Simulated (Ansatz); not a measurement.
# HfF4 (SMILES F[Hf](F)(F)F) at 6 levels

Wanted: a comparison of 6 runs (HF/def2-SVP, HF/def2-SVPD, HF/def2-TZVP, PBE0/def2-SVP, B2PLYP/def2-TZVP, r2SCAN/def2-TZVP) of HfF4. 

Program for the calculation: Ansatz 0.2.0.

6 further runs of the same task are left out: 1 that didn't finish, 5 set aside as unsound or not needed. Runs told in other sessions of the task aren't counted.

## (1) The molecule

HfF4 has 5 atoms, charge 0, and is taken as a singlet. SMILES: `F[Hf](F)(F)F`. Geometry: relaxed at PBE0-D4/def2-TZVP.

Bond lengths: F1–Hf2 1.897 Å, Hf2–F3 1.897 Å, Hf2–F4 1.897 Å, Hf2–F5 1.897 Å. Angles: F1–Hf2–F3 109.5°, F1–Hf2–F4 109.5°, F1–Hf2–F5 109.5°, F3–Hf2–F4 109.5°, F3–Hf2–F5 109.5°, F4–Hf2–F5 109.5°.

## (2) Energy and forces at HF/def2-SVP (core potential) (run 1)

in.yaml

```yaml
basis:
  gaussian:
    orbitals: def2-SVP
crystal:
  periodic: [false, false, false]
  atoms:
    - {symbol: F, position_ang: [-0.908700, -0.112040, 1.661430]}
    - {symbol: Hf, position_ang: [-0.000000, 0.000000, -0.000000]}
    - {symbol: F, position_ang: [1.622880, -0.977200, 0.099740]}
    - {symbol: F, position_ang: [-1.093180, -0.727680, -1.368970]}
    - {symbol: F, position_ang: [0.379000, 1.816910, -0.392190]}
hamiltonian:
  xc: hf
accuracy: high
output: {forces: true, orbitals: {seedname: orbitals}}
```

Run with:

```
$ ansatz run in.yaml --threads 1 --pin off --max-ram 3480MiB --events-out events.jsonl --progress --plain --runs-dir runs
```

Standard output:

```text
Warning: RAYON_NUM_THREADS=1 ignored (pool sized by the plan → 1); use --threads N
Functional definition: HF
  name "HF"
  exchange = exact_x
  correlation = 0
1818 factors; integrals over basis functions are off by at most 3.1e-9 eV
mean field evaluation 1: about -12110.0616 eV, gradient 5.7e1 eV
mean field evaluation 2: about -12110.1434 eV, gradient 5.7e1 eV
mean field evaluation 4: about -12115.7657 eV, gradient 1.3e0 eV
mean field evaluation 8: about -12115.8033 eV, gradient 6.2e-6 eV
mean field -12115.80332170 eV, -445.2475596861 hartree, gradient 1.8e-8 eV, S^2 0.000000; 0 other end points of the search recorded, 0 dependent functions left out
the calculation of the forces begins
reference -12115.80332170 eV, -445.2475596861 hartree; 24, 24 occupied and 64, 64 virtual orbitals, 1818 factors
Total energy: -12115.80332170 eV, -445.2475596861 hartree
Atom 0 at    -0.908700    -0.112040     1.661430 Å, force    -0.217136    -0.026758     0.396994 eV/Å
Atom 1 at    -0.000000     0.000000    -0.000000 Å, force    -0.000249    -0.000069     0.000038 eV/Å
Atom 2 at     1.622880    -0.977200     0.099740 Å, force     0.387996    -0.233626     0.023833 eV/Å
Atom 3 at    -1.093180    -0.727680    -1.368970 Å, force    -0.261206    -0.173876    -0.327116 eV/Å
Atom 4 at     0.379000     1.816910    -0.392190 Å, force     0.090596     0.434329    -0.093749 eV/Å
Dipole moment:     0.000006     0.000007    -0.000006 e Å
```

Run time: 2.9 s. Hardware: 1 thread of Intel Xeon 6975P-C (Granite Rapids), shared host; peak memory 0.25 GiB.

## (3) Energy and gradient at HF/def2-SVPD (core potential) (run 2)

Edit in.yaml of step 2 so:

```diff
@@ -1,4 +1 @@
-basis:
-  gaussian:
-    orbitals: def2-SVP
 crystal:
@@ -11,2 +8,5 @@
     - {symbol: F, position_ang: [0.379000, 1.816910, -0.392190]}
+basis:
+  gaussian:
+    orbitals: def2-SVPD
 hamiltonian:
@@ -14,2 +14,4 @@
 accuracy: high
-output: {forces: true, orbitals: {seedname: orbitals}}
+output:
+  forces: true
+  orbitals: {seedname: orbitals}
```

Run with:

```
$ ansatz run in.yaml --threads 1 --pin off --max-ram 3480MiB --events-out events.jsonl --progress --plain --runs-dir runs
```

Standard output:

```text
Warning: RAYON_NUM_THREADS=1 ignored (pool sized by the plan → 1); use --threads N
Functional definition: HF
  name "HF"
  exchange = exact_x
  correlation = 0
2541 factors; integrals over basis functions are off by at most 2.5e-9 eV
mean field evaluation 1: about -12110.5400 eV, gradient 6.0e1 eV
mean field evaluation 2: about -12110.6205 eV, gradient 6.0e1 eV
mean field evaluation 4: about -12116.6198 eV, gradient 1.6e0 eV
mean field evaluation 8: about -12116.6533 eV, gradient 6.5e-2 eV
mean field evaluation 16: about -12116.6533 eV, gradient 1.0e-8 eV
mean field -12116.65334784 eV, -445.2787975705 hartree, gradient 1.0e-8 eV, S^2 0.000000; 0 other end points of the search recorded, 0 dependent functions left out
the calculation of the forces begins
reference -12116.65334784 eV, -445.2787975705 hartree; 24, 24 occupied and 103, 103 virtual orbitals, 2541 factors
Total energy: -12116.65334784 eV, -445.2787975705 hartree
Atom 0 at    -0.908700    -0.112040     1.661430 Å, force    -0.296297    -0.036518     0.541727 eV/Å
Atom 1 at    -0.000000     0.000000    -0.000000 Å, force    -0.000244    -0.000067     0.000037 eV/Å
Atom 2 at     1.622880    -0.977200     0.099740 Å, force     0.529368    -0.318752     0.032521 eV/Å
Atom 3 at    -1.093180    -0.727680    -1.368970 Å, force    -0.356437    -0.237267    -0.446371 eV/Å
Atom 4 at     0.379000     1.816910    -0.392190 Å, force     0.123610     0.592604    -0.127913 eV/Å
Dipole moment:     0.000007     0.000007    -0.000006 e Å
```

Wall time 7.2 s (1 thread of Intel Xeon 6975P-C (Granite Rapids), shared host); peak memory 0.46 GiB.

Run 3 isn't shown in full; the table further down has it.

## (4) Energy and gradient at PBE0/def2-SVP (core potential) (run 4)

in.yaml

```yaml
crystal:
  periodic: [false, false, false]
  atoms:
    - symbol: F
      position_ang: [-0.908700, -0.112040, 1.661430]
    - symbol: Hf
      position_ang: [-0.000000, 0.000000, -0.000000]
    - symbol: F
      position_ang: [1.622880, -0.977200, 0.099740]
    - symbol: F
      position_ang: [-1.093180, -0.727680, -1.368970]
    - symbol: F
      position_ang: [0.379000, 1.816910, -0.392190]
basis:
  gaussian: {orbitals: def2-SVP}
hamiltonian: {xc: pbe0}
accuracy: high
output: {forces: true, orbitals: {seedname: orbitals}}
```

Run with:

```
$ ansatz run in.yaml --threads 1 --pin off --max-ram 3480MiB --events-out events.jsonl --progress --plain --runs-dir runs
```

Standard output:

```text
Warning: RAYON_NUM_THREADS=1 ignored (pool sized by the plan → 1); use --threads N
Functional definition: PBE0
  name "PBE0"
  parameter a = 0.25
  parameter kappa = 0.804
  parameter beta = 0.06672455060314922
  exchange = (1 - a)*pbe_x(kappa = kappa, mu = beta*pi^2/3) + a*exact_x
  correlation = pbe_c(beta = beta)
1818 factors; integrals over basis functions are off by at most 3.1e-9 eV
mean field evaluation 1: about -12157.0426 eV, gradient 6.6e1 eV
mean field evaluation 2: about -12132.0334 eV, gradient 1.4e2 eV
mean field evaluation 4: about -12164.0909 eV, gradient 1.5e0 eV
mean field evaluation 8: about -12164.1900 eV, gradient 1.0e-1 eV
mean field evaluation 16: about -12164.1900 eV, gradient 1.4e-6 eV
mean field -12164.19002862 eV, -447.0257383677 hartree, gradient 1.5e-8 eV, S^2 0.000000; 0 other end points of the search recorded, 0 dependent functions left out
the calculation of the forces begins
reference -12164.19003239 eV, -447.0257385062 hartree; 24, 24 occupied and 64, 64 virtual orbitals, 1818 factors
Total energy: -12164.19003239 eV, -447.0257385062 hartree
Atom 0 at    -0.908700    -0.112040     1.661430 Å, force    -0.110455    -0.013606     0.201943 eV/Å
Atom 1 at    -0.000000     0.000000    -0.000000 Å, force    -0.000234    -0.000065     0.000037 eV/Å
Atom 2 at     1.622880    -0.977200     0.099740 Å, force     0.197457    -0.118895     0.012123 eV/Å
Atom 3 at    -1.093180    -0.727680    -1.368970 Å, force    -0.132868    -0.088448    -0.166399 eV/Å
Atom 4 at     0.379000     1.816910    -0.392190 Å, force     0.046100     0.221014    -0.047704 eV/Å
Dipole moment:     0.000006     0.000006    -0.000005 e Å
```

It took 6.3 s on 1 thread of Intel Xeon 6975P-C (Granite Rapids), shared host; peak memory 0.31 GiB.

Run 5 isn't shown in full; the table further down has it.

## (5) Energy and forces at r2SCAN/def2-TZVP (core potential) (run 6)

job.yaml

```yaml
crystal:
  periodic: [false, false, false]
  atoms:
    - {symbol: F, position_ang: [-0.908700, -0.112040, 1.661430]}
    - {symbol: Hf, position_ang: [-0.000000, 0.000000, -0.000000]}
    - {symbol: F, position_ang: [1.622880, -0.977200, 0.099740]}
    - {symbol: F, position_ang: [-1.093180, -0.727680, -1.368970]}
    - {symbol: F, position_ang: [0.379000, 1.816910, -0.392190]}
basis:
  gaussian:
    orbitals: def2-TZVP
output: {forces: true, orbitals: {seedname: orbitals}}
accuracy: high
hamiltonian:
  xc: r2scan
```

Run with:

```
$ ansatz run job.yaml --threads 1 --pin off --max-ram 3480MiB --events-out events.jsonl --progress --plain --runs-dir runs
```

Standard output:

```text
Warning: RAYON_NUM_THREADS=1 ignored (pool sized by the plan → 1); use --threads N
Functional definition: r2SCAN
  name "r2SCAN"
  parameter k0 = 0.174
  parameter k1 = 0.065
  parameter a1 = 4.9479
  exchange = r2scan_x(k0 = k0, k1 = k1, a1 = a1)
  correlation = r2scan_c
2704 factors; integrals over basis functions are off by at most 1.2e-6 eV
mean field evaluation 1: about -12176.5206 eV, gradient 7.8e1 eV
mean field evaluation 2: about -12116.7145 eV, gradient 2.2e2 eV
mean field evaluation 4: about -12185.0239 eV, gradient 4.4e0 eV
mean field evaluation 8: about -12185.0652 eV, gradient 3.8e-2 eV
mean field evaluation 16: about -12185.0652 eV, gradient 6.5e-7 eV
mean field -12185.06515834 eV, -447.7928852352 hartree, gradient 6.3e-8 eV, S^2 0.000000; 0 other end points of the search recorded, 0 dependent functions left out
the calculation of the forces begins
reference -12185.06515999 eV, -447.7928852959 hartree; 24, 24 occupied and 140, 140 virtual orbitals, 2704 factors
Total energy: -12185.06515999 eV, -447.7928852959 hartree
Atom 0 at    -0.908700    -0.112040     1.661430 Å, force    -0.073231    -0.009015     0.133884 eV/Å
Atom 1 at    -0.000000     0.000000    -0.000000 Å, force    -0.000212    -0.000062     0.000036 eV/Å
Atom 2 at     1.622880    -0.977200     0.099740 Å, force     0.130959    -0.078854     0.008035 eV/Å
Atom 3 at    -1.093180    -0.727680    -1.368970 Å, force    -0.088087    -0.058639    -0.110321 eV/Å
Atom 4 at     0.379000     1.816910    -0.392190 Å, force     0.030571     0.146570    -0.031634 eV/Å
Dipole moment:     0.000007     0.000006    -0.000005 e Å
```

Wall time 19 s (1 thread of Intel Xeon 6975P-C (Granite Rapids), shared host); peak memory 0.63 GiB.

## (6) Overview of the runs

| run | level | core potential | frozen core orbitals | energy (Eh) | dipole moment (D) | HOMO energy (eV) | LUMO energy (eV) | wall time |
| --- | --- | --- | --- | --- | --- | --- | --- | --- |
| 1 | HF/def2-SVP (core potential) | def2-SVP | – | -445.247560 | 0.00 | -17.58 | 1.42 | 2.9 s |
| 2 | HF/def2-SVPD (core potential) | def2-SVPD | – | -445.278798 | 0.00 | -17.76 | 1.10 | 7.2 s |
| 3 | HF/def2-TZVP (core potential) | def2-TZVP | – | -445.767304 | 0.00 | -17.58 | 1.27 | 12 s |
| 4 | PBE0/def2-SVP (core potential) | def2-SVP | – | -447.025739 | 0.00 | -12.06 | -0.83 | 6.3 s |
| 5 | B2PLYP/def2-TZVP (core potential) | def2-TZVP | 4 | -447.612324 | 0.00 | -14.22 | -0.22 | 43 s |
| 6 | r2SCAN/def2-TZVP (core potential) | def2-TZVP | – | -447.792885 | 0.00 | -10.62 | -1.25 | 19 s |

## (7) Results

```
                       quantity          value
            run 6: total energy  -447.79289 Eh
           run 6: dipole moment         0.00 D
             run 6: HOMO energy      -10.62 eV
             run 6: LUMO energy       -1.25 eV
           run 6: HOMO–LUMO gap        9.37 eV
run 6: largest force on an atom     0.153 eV/Å
```

**Reading.** The HOMO–LUMO gap runs from 9.37 eV (r2SCAN/def2-TZVP) to 19.00 eV (HF/def2-SVP). The two ends differ in method and basis. Totals of different functionals can't be ranked against each other. All runs together took 90 s, the longest 43 s.
